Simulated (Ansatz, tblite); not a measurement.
**(Br2Al-mu-OH)3 (Al3Br6H3O3): a ladder of methods and basis sets**

An exercise on one series of results from a longer session: the logs are not shown, and one member is left open.

Computed with Ansatz 0.2.0, Gaussian basis. Level: as each input shows.

The runs, in order: GFN1-xTB, GFN2-xTB, PBE-D4/def2-SVP, r2SCAN-D4/def2-SVP, HF/STO-3G.

8 further runs of the same task are left out: 7 that didn't finish, 1 set aside as unsound or not needed. Runs told in other sessions of the task aren't counted.

## The structure

The geometry is that of the singlet, from an earlier relaxation (r2SCAN-D4/def2-SVP).

15 atoms, charge 0, spin multiplicity 1.

Bond lengths: Al1–Br2 2.267 Å, Al1–Br3 2.242 Å, Al1–O4 1.847 Å, Al1–O12 1.847 Å, O4–Al5 1.847 Å, O4–H13 0.973 Å, Al5–Br6 2.242 Å, Al5–Br7 2.267 Å, Al5–O8 1.847 Å, O8–Al9 1.847 Å, O8–H14 0.973 Å, Al9–Br10 2.242 Å, Al9–Br11 2.267 Å, Al9–O12 1.847 Å, O12–H15 0.973 Å. Angles: Br2–Al1–Br3 122.1°, Br2–Al1–O4 106.0°, Br2–Al1–O12 106.0°, Br3–Al1–O4 110.8°, Br3–Al1–O12 110.7°, O4–Al1–O12 98.6°, Al1–O4–Al5 132.2°, Al1–O4–H13 113.2°, Al5–O4–H13 113.2°, O4–Al5–Br6 110.7°, O4–Al5–Br7 106.0°, O4–Al5–O8 98.6°, Br6–Al5–Br7 122.1°, Br6–Al5–O8 110.7°, Br7–Al5–O8 106.1°, Al5–O8–Al9 132.1°, Al5–O8–H14 113.2°, Al9–O8–H14 113.1° and more.

PBE0-D4/def2-SVP was run before; its log isn't repeated, and its numbers join the tables.

Set-up of the first run:

Tight binding, by tblite at 300 K electronic temperature and without a spin-polarisation term:

```python
tblite.interface.Calculator('GFN1-xTB', numbers, positions, charge=0, uhf=0).singlepoint()
```

Tight binding, by tblite at 300 K electronic temperature and without a spin-polarisation term:

```python
tblite.interface.Calculator('GFN2-xTB', numbers, positions, charge=0, uhf=0).singlepoint()
```

start.molden holds the orbitals of an earlier run on this state, given as this run's starting guess.

The input, in.yaml:

```yaml
crystal:
  periodic: [false, false, false]
  atoms:
    - {symbol: Al, position_ang: [0.700062, -1.424269, 1.147667]}
    - {symbol: Br, position_ang: [1.429364, -1.268270, 3.288721]}
    - {symbol: Br, position_ang: [0.701909, -3.366363, 0.026783]}
    - {symbol: O, position_ang: [-0.979781, -0.656584, 1.124063]}
    - {symbol: Al, position_ang: [-1.937768, 0.194378, -0.206520]}
    - {symbol: Br, position_ang: [-2.683971, -1.286813, -1.715740]}
    - {symbol: Br, position_ang: [-3.327412, 1.640959, 0.849626]}
    - {symbol: O, position_ang: [-0.575546, 1.218920, -0.917626]}
    - {symbol: Al, position_ang: [1.185573, 0.832099, -1.318351]}
    - {symbol: Br, position_ang: [1.312922, -0.473667, -3.136821]}
    - {symbol: Br, position_ang: [2.310302, 2.793988, -1.160640]}
    - {symbol: O, position_ang: [1.611711, -0.124812, 0.203188]}
    - {symbol: H, position_ang: [-1.344703, -0.507293, 2.013337]}
    - {symbol: H, position_ang: [-0.761627, 2.173318, -0.894668]}
    - {symbol: H, position_ang: [2.358975, 0.254411, 0.696971]}
basis:
  gaussian: {orbitals: def2-SVP, initial_orbitals: start.molden}
hamiltonian: {xc: pbe, dispersion: d4}
scf: {omitted_lower_state_checks: [starts]}
output: {forces: true, orbitals: {seedname: orbitals}}
```

On the command line:

```console
$ ansatz run in.yaml --threads 4 --pin off --events-out ev --progress --plain --max-ram 6963MiB
```

Among the steps run: PBE-D4/def2-SVP; r2SCAN-D4/def2-SVP; HF/STO-3G.

One table of the session follows, with a row left open; its other results are not shown here.

It belongs to the step «Binding energy». 

| level | binding an atom (eV) |
| --- | --- |
| HF/STO-3G | 3.624 |
| PBE-D4/def2-SVP | ? |
| r2SCAN-D4/def2-SVP | 3.868 |
| PBE0-D4/def2-SVP | 3.794 |

Estimate the missing values for PBE-D4/def2-SVP.

The run gave: binding an atom (eV): 3.852. In the column «binding an atom (eV)» it lies between PBE0-D4/def2-SVP (3.794) and r2SCAN-D4/def2-SVP (3.868).

Caveats from the session: Free atoms were run apart at each level; binding is atoms less cluster, divided by the number of atoms, without zero-point or spin-orbit terms.
